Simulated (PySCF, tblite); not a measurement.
# C₂₄H₃₆O₉S₃: electronic excitations, NMR shifts, part 2 of 2

tblite 0.8.0 and PySCF 2.14.0. Atoms count from 0. Earlier steps stand in the parts before.

## 4. NMR shifts: GIAO KT3/pcSseg-1

What the job is given:

```
{"job": {"kind": "nmr", "xc": "KT3", "basis": "pcSseg-1", "pop": false}, "charge": 0, "multiplicity": 1}
O     -1.499390    -0.946126     0.667386
S     -2.663470    -0.792277    -0.142450
O     -2.947106    -1.886643    -1.027952
O     -2.607406     0.539907    -1.117301
C     -1.650688     0.633308    -2.081902
C     -1.993740     0.530967    -3.424169
C     -1.024216     0.688886    -4.397570
C      0.290506     0.940754    -4.046606
C      0.638952     1.044048    -2.706660
O      1.929596     1.326065    -2.353351
S      2.691550     0.435413    -1.206704
O      2.033824    -0.820095    -1.060220
O      2.919279     1.234735    -0.040636
C      4.280395     0.340952    -2.102322
C      5.343618    -0.199171    -1.161177
C      5.124129    -1.684022    -0.883489
C      5.100466    -2.468339    -2.192039
C      3.963288    -1.964128    -3.074966
C      4.132404    -0.475766    -3.372571
C     -0.324832     0.868322    -1.713220
O      0.057968     0.936314    -0.408585
S     -0.528270     2.083230     0.602602
O     -1.850330     1.798293     1.084389
O     -0.389946     3.337034    -0.079429
C      0.669819     1.875678     1.925947
C      0.550547     3.082517     2.839246
C      1.463818     2.903353     4.052463
C      1.123196     1.609853     4.787524
C      1.250554     0.410116     3.851825
C      0.336534     0.583009     2.639947
C     -4.066452    -0.224229     0.860544
C     -4.127121    -1.093197     2.103099
C     -4.585683    -2.505118     1.747936
C     -5.945995    -2.456321     1.057928
C     -5.840337    -1.651623    -0.234010
C     -5.346618    -0.233096     0.048635
H     -3.022174     0.334308    -3.681467
H     -1.293337     0.610566    -5.439397
H      1.049973     1.082415    -4.799165
H      4.455031     1.393715    -2.324291
H      6.328151    -0.053571    -1.616507
H      5.308830     0.368891    -0.230392
H      5.921114    -2.054428    -0.236046
H      4.171428    -1.813594    -0.369230
H      4.959450    -3.529364    -1.984454
H      6.056466    -2.351124    -2.709792
H      3.939744    -2.518557    -4.014949
H      3.016451    -2.119889    -2.559628
H      5.027632    -0.326590    -3.984675
H      3.273095    -0.109503    -3.936155
H      1.635152     1.827997     1.425636
H     -0.488941     3.173866     3.165021
H      0.811365     3.986289     2.286622
H      1.354786     3.756135     4.724892
H      2.501251     2.865398     3.716219
H      0.099261     1.667438     5.162446
H      1.789632     1.484483     5.643337
H      2.283633     0.320272     3.510984
H      0.985989    -0.505659     4.382542
H     -0.708003     0.622406     2.956898
H      0.434048    -0.251303     1.945265
H     -3.737610     0.786408     1.096498
H     -3.133496    -1.118872     2.551353
H     -4.822995    -0.646200     2.819103
H     -3.854748    -2.952116     1.072319
H     -4.641204    -3.114481     2.652168
H     -6.285928    -3.467928     0.831297
H     -6.680070    -1.995578     1.724653
H     -6.812890    -1.602922    -0.728890
H     -5.135454    -2.144502    -0.902127
H     -5.172540     0.297269    -0.888234
H     -6.110166     0.311641     0.612341
```

Level: GIAO KT3/pcSseg-1 NMR shielding, non-relativistic, gas phase.

Log:

```text
start: PBE on a coarse grid of 58533 points
cycle   1  E = -2803.4198112256  dE =  7.498e+00  |g| = 2.471e+00  |ddm| = 8.661e+00
cycle   2  E = -2798.7191785249  dE =  4.701e+00  |g| = 5.495e+00  |ddm| = 7.289e+00
cycle   3  E = -2804.3355064906  dE = -5.616e+00  |g| = 1.058e+00  |ddm| = 6.064e+00
cycle   4  E = -2804.5450004475  dE = -2.095e-01  |g| = 4.262e-01  |ddm| = 1.433e+00
cycle   5  E = -2804.5727568326  dE = -2.776e-02  |g| = 1.770e-01  |ddm| = 4.567e-01
cycle   6  E = -2804.5789432652  dE = -6.186e-03  |g| = 7.258e-02  |ddm| = 2.174e-01
cycle   7  E = -2804.5800753448  dE = -1.132e-03  |g| = 2.571e-02  |ddm| = 9.413e-02
cycle   8  E = -2804.5801978298  dE = -1.225e-04  |g| = 8.793e-03  |ddm| = 2.987e-02
final grid: 518577 points
cycle   9  E = -2840.0793510042  dE = -8.747e-02  |g| = 3.551e-01  |ddm| = 9.360e-01
cycle  10  E = -2840.0370709835  dE =  4.228e-02  |g| = 5.562e-01  |ddm| = 8.540e-01
cycle  11  E = -2840.0941939380  dE = -5.712e-02  |g| = 1.157e-01  |ddm| = 6.626e-01
cycle  12  E = -2840.0964989526  dE = -2.305e-03  |g| = 4.221e-02  |ddm| = 1.418e-01
cycle  13  E = -2840.0969146751  dE = -4.157e-04  |g| = 1.146e-02  |ddm| = 5.236e-02
cycle  14  E = -2840.0969462587  dE = -3.158e-05  |g| = 3.219e-03  |ddm| = 1.632e-02
cycle  15  E = -2840.0969469573  dE = -6.986e-07  |g| = 1.513e-03  |ddm| = 4.769e-03
cycle  16  E = -2840.0969484428  dE = -1.486e-06  |g| = 4.447e-04  |ddm| = 1.627e-03
cycle  17  E = -2840.0969486901  dE = -2.473e-07  |g| = 1.772e-04  |ddm| = 5.958e-04
cycle  18  E = -2840.0969485887  dE =  1.014e-07  |g| = 6.170e-05  |ddm| = 2.160e-04
converged SCF energy = -2840.0969485887

GIAO shielding tensors (ppm)
atom      isotropic    diamagn.    paramagn.     s11        s22        s33       span
  0 O       78.063     416.349    -338.287     20.495     57.241    156.453    135.957
  1 S      192.551    1067.791    -875.240     71.151    166.991    339.512    268.361
  2 O       67.917     400.747    -332.830     36.992     65.038    101.721     64.730
  3 O       87.821     414.687    -326.866    -10.428     36.980    236.911    247.339
  4 C       44.755     263.585    -218.831    -23.188     50.848    106.605    129.793
  5 C       67.644     255.707    -188.063    -14.532     59.125    158.339    172.871
  6 C       66.436     259.912    -193.476    -28.118     54.849    172.578    200.696
  7 C       73.877     258.170    -184.293     -3.355     63.281    161.704    165.059
  8 C       44.051     262.797    -218.746    -23.685     48.983    106.854    130.539
  9 O       96.110     411.701    -315.591     11.146     44.444    232.739    221.592
 10 S      208.329    1066.421    -858.092     85.282    176.912    362.794    277.512
 11 O       83.697     409.934    -326.237     49.909     95.534    105.649     55.740
 12 O       84.823     409.378    -324.555     50.908     68.747    134.814     83.906
 13 C      116.377     265.844    -149.466     87.490    105.221    156.422     68.932
 14 C      153.586     253.434     -99.848    146.183    156.327    158.247     12.064
 15 C      157.292     246.925     -89.634    151.490    159.503    160.883      9.392
 16 C      153.161     252.579     -99.418    148.204    153.947    157.331      9.126
 17 C      159.099     247.145     -88.046    151.517    160.434    165.347     13.830
 18 C      154.183     254.228    -100.045    147.631    156.660    158.257     10.626
 19 C       49.937     258.634    -208.697     -5.956     49.955    105.811    111.767
 20 O      100.719     426.612    -325.892     -1.749     53.896    250.011    251.760
 21 S      193.235    1065.598    -872.363     74.114    178.125    327.465    253.351
 22 O       85.643     413.352    -327.708     24.910     96.397    135.623    110.713
 23 O       98.729     403.391    -304.662     43.753    101.157    151.276    107.523
 24 C      116.665     268.459    -151.794     91.476     99.190    159.331     67.855
 25 C      155.129     249.639     -94.511    150.611    154.839    159.935      9.324
 26 C      153.600     250.504     -96.905    150.851    151.638    158.310      7.459
 27 C      153.418     251.380     -97.962    149.673    154.190    156.391      6.718
 28 C      154.697     251.135     -96.439    150.524    152.939    160.627     10.104
 29 C      152.447     256.772    -104.325    145.230    151.190    160.922     15.692
 30 C      118.896     264.353    -145.457     92.685    104.690    159.313     66.628
 31 C      154.180     252.839     -98.659    146.473    156.673    159.394     12.921
 32 C      156.747     248.999     -92.252    151.739    158.886    159.616      7.877
 33 C      152.902     252.262     -99.360    148.456    154.176    156.075      7.619
 34 C      158.628     247.910     -89.282    151.797    159.902    164.185     12.387
 35 C      154.176     250.695     -96.519    147.088    156.463    158.977     11.888
 36 H       24.684      35.499     -10.815     20.224     24.794     29.033      8.809
 37 H       24.635      30.647      -6.012     20.621     26.411     26.872      6.251
 38 H       24.891      33.624      -8.732     20.688     25.245     28.740      8.052
 39 H       28.071      36.467      -8.396     25.416     28.069     30.727      5.311
 40 H       29.981      29.108       0.873     26.075     27.273     36.597     10.522
 41 H       29.017      33.631      -4.613     24.106     29.398     33.549      9.443
 42 H       30.156      27.365       2.791     25.319     27.764     37.386     12.068
 43 H       29.504      35.329      -5.825     24.881     30.049     33.582      8.701
 44 H       29.874      29.519       0.355     25.888     27.024     36.710     10.822
 45 H       30.486      26.765       3.721     26.392     28.131     36.935     10.543
 46 H       30.415      28.284       2.131     25.273     28.608     37.365     12.093
 47 H       28.941      35.163      -6.222     23.829     28.720     34.273     10.444
 48 H       29.957      29.389       0.568     26.208     27.105     36.559     10.351
 49 H       29.198      35.964      -6.766     23.457     29.739     34.398     10.940
 50 H       26.569      45.254     -18.685     19.932     24.856     34.920     14.988
 51 H       30.304      33.385      -3.081     25.745     31.239     33.930      8.185
 52 H       29.444      32.018      -2.574     24.018     30.000     34.313     10.294
 53 H       29.776      24.853       4.923     24.743     27.234     37.351     12.608
 54 H       30.322      30.997      -0.674     26.459     28.750     35.758      9.299
 55 H       30.524      30.645      -0.121     27.076     28.518     35.979      8.903
 56 H       30.011      25.424       4.588     25.376     27.257     37.401     12.025
 57 H       30.316      36.244      -5.928     25.648     30.005     35.296      9.648
 58 H       29.802      33.756      -3.954     24.967     28.500     35.937     10.970
 59 H       29.972      41.854     -11.882     24.708     29.727     35.482     10.773
 60 H       28.663      45.403     -16.741     25.372     26.775     33.841      8.469
 61 H       26.915      43.845     -16.930     22.390     25.309     33.047     10.658
 62 H       29.026      38.906      -9.880     23.117     28.990     34.972     11.855
 63 H       30.093      33.652      -3.559     25.921     28.616     35.743      9.822
 64 H       29.652      34.384      -4.732     25.709     31.088     32.157      6.448
 65 H       30.183      28.774       1.409     24.679     28.561     37.310     12.631
 66 H       29.847      24.338       5.509     25.268     27.175     37.097     11.830
 67 H       30.466      26.087       4.379     26.635     28.211     36.553      9.918
 68 H       30.290      23.623       6.667     24.948     28.152     37.771     12.822
 69 H       28.520      32.010      -3.490     23.174     29.924     32.463      9.288
 70 H       29.118      34.641      -5.523     23.860     30.222     33.272      9.411
 71 H       29.951      30.430      -0.479     25.618     28.212     36.023     10.405
```

It took 44 s on 4 threads of Intel Xeon 6975P-C, shared host; peak memory 2.4 GiB.

The references, computed at this level on geometries of the same kind, shield at (ppm): 1H TMS 31.76, 13C TMS 184.7, 17O H2O 330.8. Their shielding less the atom's gives the shift. The references are single molecules in the gas phase, so shifts against H2O, NH3, PH3, H3PO4 or CFCl3 are not on the usual liquid scales and can be off by tens of ppm. Atoms listed in one row are averaged.

```csv
atoms,environment,σ (ppm),δ (ppm)
"C4, C8",aromatic carbon bearing oxygen,44.4,140.3
C19,aromatic carbon bearing oxygen,49.9,134.8
C6,aromatic CH,66.4,118.3
"C5, C7",aromatic CH,70.8,114.0
C24,sp3 CH bonded to S,116.7,68.1
"C13, C30",sp3 CH bonded to S,117.6,67.1
"C16, C33",sp3 CH2 in a ring,153.0,31.7
C27,sp3 CH2 in a ring,153.4,31.3
"C25, C29",sp3 CH2 in a ring,153.8,30.9
"C14, C18, C31, C35",sp3 CH2 in a ring,154.0,30.7
"C26, C28",sp3 CH2 in a ring,154.1,30.6
"C15, C17, C32, C34",sp3 CH2 in a ring,157.9,26.8
H37,hydrogen on an aromatic CH,24.63,7.13
"H36, H38",hydrogen on an aromatic CH,24.79,6.97
H50,hydrogen on an sp3 CH bonded to S,26.57,5.19
"H39, H61",hydrogen on an sp3 CH bonded to S,27.49,4.27
"H52, H60",hydrogen on an sp3 CH2 in a ring,29.05,2.71
"H41, H49, H62, H70",hydrogen on an sp3 CH2 in a ring,29.09,2.67
"H43, H47, H64, H69",hydrogen on an sp3 CH2 in a ring,29.15,2.61
"H53, H58",hydrogen on an sp3 CH2 in a ring,29.79,1.97
"H44, H66",hydrogen on an sp3 CH2 in a ring,29.86,1.90
"H40, H48, H63, H71",hydrogen on an sp3 CH2 in a ring,30.00,1.76
H56,hydrogen on an sp3 CH2 in a ring,30.01,1.75
"H51, H59",hydrogen on an sp3 CH2 in a ring,30.14,1.62
"H42, H46, H65, H68",hydrogen on an sp3 CH2 in a ring,30.26,1.50
"H54, H57",hydrogen on an sp3 CH2 in a ring,30.32,1.44
"H45, H67",hydrogen on an sp3 CH2 in a ring,30.48,1.28
H55,hydrogen on an sp3 CH2 in a ring,30.52,1.24
"O0, O2, O11, O12",S=O oxygen,78.6,252.2
"O3, O9","oxygen bonded to C, S",92.0,238.8
"O22, O23",S=O oxygen,92.2,238.6
O20,"oxygen bonded to C, S",100.7,230.1
S21,sulfonyl sulfur,193,–
"S1, S10",sulfonyl sulfur,200,–
```

Ring of atoms C4, C5, C6, C7, C8, C19: NICS(0) -11.0, NICS(1) -10.2, NICS(1)zz -22.8 ppm (means of both faces).

Ring of atoms C13, C14, C15, C16, C17, C18: NICS(0) -1.0, NICS(1) -1.5, NICS(1)zz 0.3 ppm (means of both faces).

Ring of atoms C24, C25, C26, C27, C28, C29: NICS(0) -2.7, NICS(1) -2.4, NICS(1)zz 2.9 ppm (means of both faces).

## 5. Results

This closing draws on all 2 parts.

```
                                                              quantity                                                                                            value
                                   lowest singlet (CAM-B3LYP/def2-SVP)                                                                      5.35 eV (232 nm), f = 0.001
                              brightest single state of those computed                                                                      state 3, 6.79 eV, f = 0.821
                                                        lowest triplet                                                                                          3.97 eV
                                 surface potential, 1st and 99th percentile                                                                               -1.76 V and 1.06 V
13C shifts against TMS (KT3/pcSseg-1, means over atoms taken as alike)                   140.3, 134.8, 118.3, 114.0, 68.1, 67.1, 31.7, 31.3, 30.9, 30.7, 30.6, 26.8 ppm
 1H shifts against TMS (KT3/pcSseg-1, means over atoms taken as alike)  7.13, 6.97, 5.19, 4.27, 2.71, 2.67, 2.61, 1.97, 1.90, 1.76, 1.75, 1.62, 1.50, 1.44 ppm and more
17O shifts against H2O (KT3/pcSseg-1, means over atoms taken as alike)                                                                   252.2, 238.8, 238.6, 230.1 ppm
    shieldings of S (KT3/pcSseg-1, a mean where the table joins atoms)                                                                          S21 193.2, S1 200.4 ppm
```

**Reading.** The first singlet state (HOMO−1→LUMO 0.39, HOMO→LUMO+1 0.36) lies at 5.35 eV and is dark; of the 6 states computed, the strongest absorption comes from state 3 at 6.79 eV. The lowest triplet lies 1.38 eV below the lowest singlet. The basis of CAM-B3LYP/def2-SVP has no diffuse functions, so Rydberg states are missing and the high states are unreliable. At KT3/pcSseg-1: The largest span, 273 ppm, is at S1, S10, where the paramagnetic term is -867 ppm. NICS(1)zz of -23 ppm above the planar ring from C4 marks a diatropic (aromatic) ring current.
